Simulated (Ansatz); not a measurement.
# C₄H₁₂GeO₄Si: a ladder of functionals

One table from this session's results is given with a row withheld; the runs are named, their logs left out.

Program: Ansatz 0.2.0, Gaussian basis. Level of theory: functionals in def2-TZVPP. These are calculated values, not measurements.

The runs, in order: LDA (SPW92), PBE-D4, revPBE-D4, BLYP-D4, r2SCAN-D4, B97M-V, PBE0-D4, B3LYP-D4, r2SCANh-D4, r2SCAN0-D4, HSE06-D4, BHLYP-D4, CAM-B3LYP-D4, LC-ωPBE, ωB97X-V.

## The geometry

The geometry comes from an earlier relaxation with PBE0-D4 in a triple-zeta def2 set; it is a stationary point, not always the lowest conformer.

SMILES `C[O][GeH2]/[CH]=C/[Si](O)(O)OC`, 22 atoms, charge 0, spin multiplicity 1.

Atoms are counted from 1 here; the program's logs count them from 0.

Bond lengths: C1–O2 1.405 Å, C1–H11 1.093 Å, C1–H12 1.098 Å, C1–H13 1.099 Å, O2–Ge3 1.783 Å, Ge3–C4 1.941 Å, Ge3–H14 1.546 Å, Ge3–H15 1.534 Å, C4–C5 1.335 Å, C4–H16 1.089 Å, C5–Si6 1.851 Å, C5–H17 1.092 Å, Si6–O7 1.635 Å, Si6–O8 1.635 Å, Si6–O9 1.638 Å, O7–H18 0.958 Å, O8–H19 0.958 Å, O9–C10 1.410 Å and more. Angles: O2–C1–H11 108.2°, O2–C1–H12 112.2°, O2–C1–H13 112.3°, H11–C1–H12 107.9°, H11–C1–H13 107.9°, H12–C1–H13 108.2°, C1–O2–Ge3 118.2°, O2–Ge3–C4 110.9°, O2–Ge3–H14 107.3°, O2–Ge3–H15 104.8°, C4–Ge3–H14 110.8°, C4–Ge3–H15 110.0°, H14–Ge3–H15 112.8°, Ge3–C4–C5 122.5°, Ge3–C4–H16 119.0°, C5–C4–H16 118.5°, C4–C5–Si6 123.8°, C4–C5–H17 118.6° and more.

The first run:

Input file in.yaml:

```yaml
crystal:
  periodic: [false, false, false]
  atoms:
    - {symbol: C, position_ang: [2.893930, -1.427044, 2.685184]}
    - {symbol: O, position_ang: [3.252397, -0.508126, 1.684848]}
    - {symbol: Ge, position_ang: [2.471426, -0.653040, 0.088139]}
    - {symbol: C, position_ang: [0.565051, -0.310605, 0.215020]}
    - {symbol: C, position_ang: [-0.008126, 0.764516, -0.331582]}
    - {symbol: Si, position_ang: [-1.824455, 1.113981, -0.256876]}
    - {symbol: O, position_ang: [-2.189288, 2.525927, 0.482714]}
    - {symbol: O, position_ang: [-2.473607, -0.128140, 0.585188]}
    - {symbol: O, position_ang: [-2.438743, 1.267986, -1.767389]}
    - {symbol: C, position_ang: [-2.365665, 0.269917, -2.760902]}
    - {symbol: H, position_ang: [3.537018, -1.255050, 3.551955]}
    - {symbol: H, position_ang: [1.851648, -1.303702, 3.008287]}
    - {symbol: H, position_ang: [3.031817, -2.469040, 2.363130]}
    - {symbol: H, position_ang: [2.739642, -2.086167, -0.424951]}
    - {symbol: H, position_ang: [3.142027, 0.423811, -0.775007]}
    - {symbol: H, position_ang: [-0.064737, -1.021125, 0.747758]}
    - {symbol: H, position_ang: [0.622857, 1.477371, -0.866316]}
    - {symbol: H, position_ang: [-2.474442, 3.239533, -0.089982]}
    - {symbol: H, position_ang: [-3.324521, 0.024674, 0.998217]}
    - {symbol: H, position_ang: [-2.737269, 0.690497, -3.696597]}
    - {symbol: H, position_ang: [-2.980571, -0.596037, -2.496352]}
    - {symbol: H, position_ang: [-1.335790, -0.070138, -2.915582]}
basis:
  gaussian: {orbitals: def2-TZVPP}
hamiltonian: {xc: lda}
output: {orbitals: {seedname: orbitals}}
```

Steps of the session up to this table: LDA; PBE-D4 (GGA); revPBE-D4 (GGA); BLYP-D4 (GGA); r2SCAN-D4 (meta-GGA); B97M-V (meta-GGA); PBE0-D4 (hybrid); B3LYP-D4 (hybrid); r2SCANh-D4 (hybrid); r2SCAN0-D4 (hybrid); HSE06-D4 (hybrid); BHLYP-D4 (hybrid); CAM-B3LYP-D4 (range-separated); LC-ωPBE (range-separated); ωB97X-V (range-separated).

One table of the session follows, with a row left open; its other results are not shown here.

It belongs to the step «Frontier levels by functional». 

| functional | HOMO (eV) | gap (eV) |
| --- | --- | --- |
| LDA (SPW92) | -6.04 | 3.84 |
| PBE-D4 | -5.92 | 3.99 |
| revPBE-D4 | -5.87 | 4.04 |
| BLYP-D4 | -5.83 | 4.07 |
| r2SCAN-D4 | -6.23 | 4.46 |
| B97M-V | -6.39 | 4.64 |
| PBE0-D4 | -7.41 | 6.43 |
| B3LYP-D4 | -7.19 | 6.02 |
| r2SCANh-D4 | -6.79 | 5.36 |
| r2SCAN0-D4 | ? | ? |
| HSE06-D4 | -7.01 | 5.65 |
| BHLYP-D4 | -8.82 | 8.93 |
| CAM-B3LYP-D4 | -8.81 | 8.99 |
| LC-ωPBE | -10.10 | 11.42 |
| ωB97X-V | -9.80 | 11.01 |

Estimate the missing values for r2SCAN0-D4.

Worked estimate for «HOMO (eV)». Against the share of exact exchange, r2SCAN-D4 (0, -6.23), r2SCANh-D4 (0.1, -6.79) give a slope of -5.60 per unit share; at 0.25 the line stands at -7.63.

The run gave: HOMO (eV): -7.62; gap (eV): 6.72. In «HOMO (eV)» the line misses by -0.01.
